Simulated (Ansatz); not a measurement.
This script drives Ansatz 0.2.0 through its Python package.

Input file `c2h10gesi.xyz`:
```text
14

C     1.60920   -0.75960    0.83480
Si    0.94850    0.83400    0.11900
C    -0.42340    0.47760   -1.09850
Ge   -1.95510   -0.28230   -0.17030
H     2.46440   -0.53540    1.50460
H     0.81160   -1.26710    1.41460
H     1.94760   -1.42190    0.01170
H     2.03820    1.53060   -0.57980
H     0.44090    1.68980    1.20150
H    -0.06220   -0.23720   -1.86610
H    -0.72860    1.42350   -1.59080
H    -2.40990    0.68510    0.95210
H    -3.11400   -0.48670   -1.17870
H    -1.56710   -1.65040    0.44570
```

`opt.py`:
```python
'''Minimum-energy structure of C2H10GeSi.'''

import ansatz as az
import numpy as np

BASIS = 'def2-SVP'
FUNCTIONAL = 'B3LYP'


def main() -> None:
    system = az.Crystal.molecule_from_extxyz('c2h10gesi.xyz')

    calculation = system.calculation().basis(gaussian=BASIS).functional(FUNCTIONAL)
    symbols = [site.symbol for site in system.cartesian_sites]
    start = np.array([site.position_ang for site in system.cartesian_sites], dtype=float)
    data = calculation.relax(force_tolerance=0.02, max_steps=100).run(threads=1, pin='off').report
    end = np.array(data['positions_ang'])

    print('reference energy %16.6f eV' % data['reference_energy_ev'])
    print('total energy     %16.6f eV' % data['free_energy_ev'])
    print('occupied (up, down):', data['n_occupied'], ' virtual:', data['n_virtual'], ' frozen:', data['n_frozen'])

    print('bond        before    after (A)')
    for i, j in [(0, 1), (0, 4), (0, 5), (0, 6), (1, 2), (1, 7), (1, 8), (2, 3), (2, 9), (2, 10), (3, 11), (3, 12), (3, 13)]:
        d0, d1 = (np.linalg.norm(xyz[i] - xyz[j]) for xyz in (start, end))
        print(f'{symbols[i]}{i}-{symbols[j]}{j}'.ljust(10), f'{d0:8.4f} {d1:8.4f}')
    for i, j, k in [(1, 0, 4), (1, 0, 5), (1, 0, 6), (4, 0, 5), (4, 0, 6), (5, 0, 6), (0, 1, 2), (0, 1, 7)]:
        u, v = end[i] - end[j], end[k] - end[j]
        print(f'angle {symbols[i]}{i}-{symbols[j]}{j}-{symbols[k]}{k}: {np.degrees(np.arccos(np.clip(u @ v / np.linalg.norm(u) / np.linalg.norm(v), -1, 1))):.2f} deg')
    with open('c2h10gesi_opt.xyz', 'w') as handle:
        handle.write(f'{len(symbols)}\nrelaxed C2H10GeSi\n')
        handle.writelines(f'{s:2s} {x:11.6f} {y:11.6f} {z:11.6f}\n' for s, (x, y, z) in zip(symbols, end))


if __name__ == '__main__':
    main()
```

It is started by `python opt.py`. Estimate its wall time and peak memory on 1 thread of Intel(R) Xeon(R) 6975P-C (Granite Rapids) (shared host).

It took about 28 s, with a peak of 0.41 GiB, for 1 run of the engine.

```console
$ python opt.py
reference energy    -66624.049956 eV
total energy        -66624.049956 eV
occupied (up, down): [34, 34]  virtual: [94, 94]  frozen: 0
bond        before    after (A)
C0-Si1       1.8677   1.8887
C0-H4        1.1092   1.1020
C0-H5        1.1090   1.1019
C0-H6        1.1093   1.1024
Si1-C2       1.8685   1.8917
Si1-H7       1.4700   1.4963
Si1-H8       1.4703   1.4956
C2-Ge3       1.9455   1.9749
C2-H9        1.1093   1.1041
C2-H10       1.1092   1.1039
Ge3-H11      1.5500   1.5451
Ge3-H12      1.5497   1.5450
Ge3-H13      1.5497   1.5454
angle Si1-C0-H4: 110.60 deg
angle Si1-C0-H5: 111.57 deg
angle Si1-C0-H6: 111.01 deg
angle H4-C0-H5: 107.81 deg
angle H4-C0-H6: 107.80 deg
angle H5-C0-H6: 107.89 deg
angle C0-Si1-C2: 112.11 deg
angle C0-Si1-H7: 109.20 deg
```

File `c2h10gesi_opt.xyz` afterwards:
```text
14
relaxed C2H10GeSi
C     1.706190   -0.755254    0.866642
Si    1.005773    0.827586    0.110892
C    -0.452164    0.480789   -1.043540
Ge   -2.068838   -0.292670   -0.213887
H     2.563293   -0.526522    1.520460
H     0.951981   -1.283407    1.471963
H     2.055614   -1.446649    0.082331
H     2.085059    1.527415   -0.653566
H     0.558645    1.748272    1.201363
H    -0.127071   -0.197857   -1.851460
H    -0.753722    1.425535   -1.528485
H    -2.583284    0.632961    0.911272
H    -3.184381   -0.461797   -1.269296
H    -1.756994   -1.678404    0.395110
```

Caveats:
- Total energies depend on the basis set; only differences at equal settings carry meaning.
- The end point is the stationary point reached from this start; no frequency run checks that it is a minimum, and the basis set is modest.
- b3lyp holds the VWN-RPA fit, as in Gaussian; the form of ORCA and Turbomole is b3lyp5.

(Lines on the test bed's own set-up are left out of the output.)
